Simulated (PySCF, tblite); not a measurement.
**C7H16Si2: geometry, infrared bands and NMR shifts**

Wanted: the infrared bands and NMR shifts of C7H16Si2 (`C1CCC(C2[SiH2]C[SiH2]2)C1`), by calculation.

Programs: tblite 0.8.0 and PySCF 2.14.0, with density-fitted response routines of our own. Each step states its level of theory. These are calculated values for one molecule in the gas phase, unless marked as measured. Atoms count from 0, in the outputs and in this text.

## (1) The starting structure

25 atoms, charge 0, multiplicity 1; geometry from: force field or distance geometry start.

Bonds of the start (Å): C0–C1 1.52, C1–C2 1.53, C2–C3 1.53, C3–C4 1.52, C4–Si5 1.93, Si5–C6 1.90, C6–Si7 1.89, C3–C8 1.55, C8–C0 1.52, Si7–C4 1.95, C0–H9 1.11, C0–H10 1.10, C1–H11 1.10, C1–H12 1.08, C2–H13 1.09, C2–H14 1.10, C3–H15 1.09, C4–H16 1.10, Si5–H17 1.49, Si5–H18 1.49, C6–H19 1.10, C6–H20 1.08, Si7–H21 1.49, Si7–H22 1.48, C8–H23 1.09, C8–H24 1.09.

## (2) Geometry optimisation with GFN2-xTB

The job: settings as JSON, then the geometry in Å.

```
{"job": {"kind": "relax", "xc": "GFN2-xTB", "basis": "xTB"}, "charge": 0, "multiplicity": 1}
C     -2.778700    -0.390400     0.650300
C     -2.580000     1.056700     0.216300
C     -1.289900     1.005500    -0.604300
C     -0.501000    -0.212600    -0.131200
C      0.864100     0.174300     0.426300
Si     2.089000    -1.267000     0.819300
C      3.504600    -0.133200     0.244100
Si     2.217200     0.657200    -0.888400
C     -1.371900    -0.852100     0.975600
H     -3.465000    -0.475900     1.512700
H     -3.204700    -0.976800    -0.178100
H     -2.426100     1.683200     1.109300
H     -3.429300     1.453500    -0.325500
H     -0.748400     1.953500    -0.529200
H     -1.561200     0.883000    -1.663100
H     -0.419000    -0.928400    -0.945700
H      0.847600     0.909800     1.238500
H      1.888400    -2.455600    -0.051700
H      2.136700    -1.593300     2.272600
H      3.881700     0.536500     1.030600
H      4.327500    -0.631500    -0.252900
H      2.033800    -0.067200    -2.177100
H      2.368900     2.126500    -1.039000
H     -1.096100    -0.495000     1.969300
H     -1.299200    -1.936400     0.987600
```

The run is started by

```console
$ OMP_NUM_THREADS=1 python probes_run.py task.json out
```

The driver reads the jobs from task.json and runs them one after another.

**Question.** This job is followed by: GFN2-xTB harmonic vibrations, gas phase; GIAO PBE0/pcSseg-1 NMR shielding, non-relativistic, gas phase. Predict these results of the whole session: strongest single infrared mode (GFN2-xTB); zero-point energy (GFN2-xTB); 13C shifts against TMS (PBE0/pcSseg-1, means over atoms taken as alike); 1H shifts against TMS (PBE0/pcSseg-1, means over atoms taken as alike); 29Si shifts against TMS (PBE0/pcSseg-1, means over atoms taken as alike); surface potential, 1st and 99th percentile.

The runs gave:

| quantity | value |
| --- | --- |
| strongest single infrared mode (GFN2-xTB) | 2232 cm⁻¹, 764 km/mol |
| zero-point energy (GFN2-xTB) | 129.0 kcal/mol |
| 13C shifts against TMS (PBE0/pcSseg-1, means over atoms taken as alike) | 41.6, 39.9, 31.9, 31.5, -10.5 ppm |
| 1H shifts against TMS (PBE0/pcSseg-1, means over atoms taken as alike) | 4.90, 4.70, 2.33, 2.04, 1.66, 1.54, 1.35, 0.79, 0.44, 0.40 ppm |
| 29Si shifts against TMS (PBE0/pcSseg-1, means over atoms taken as alike) | -31.2 ppm |
| surface potential, 1st and 99th percentile | -0.11 V and 0.87 V |

Over 72 steps the energy fell by 0.348 eV; of the close pairs, C6–Si7 changed most, 1.888 to 1.918 Å. The lowest mode is slightly imaginary (12i cm⁻¹), a soft motion within the noise of the Hessian, so the minimum is not strictly shown. The strongest single mode, at 2232 cm⁻¹, moves mainly H18 and H22. GFN2-xTB is a fitted tight-binding method: band positions and strengths are rough. Its intensities can rank the bands wrongly. At PBE0/pcSseg-1: Shielding is most anisotropic at Si5, Si7 (span 86 ppm, paramagnetic term -501 ppm).
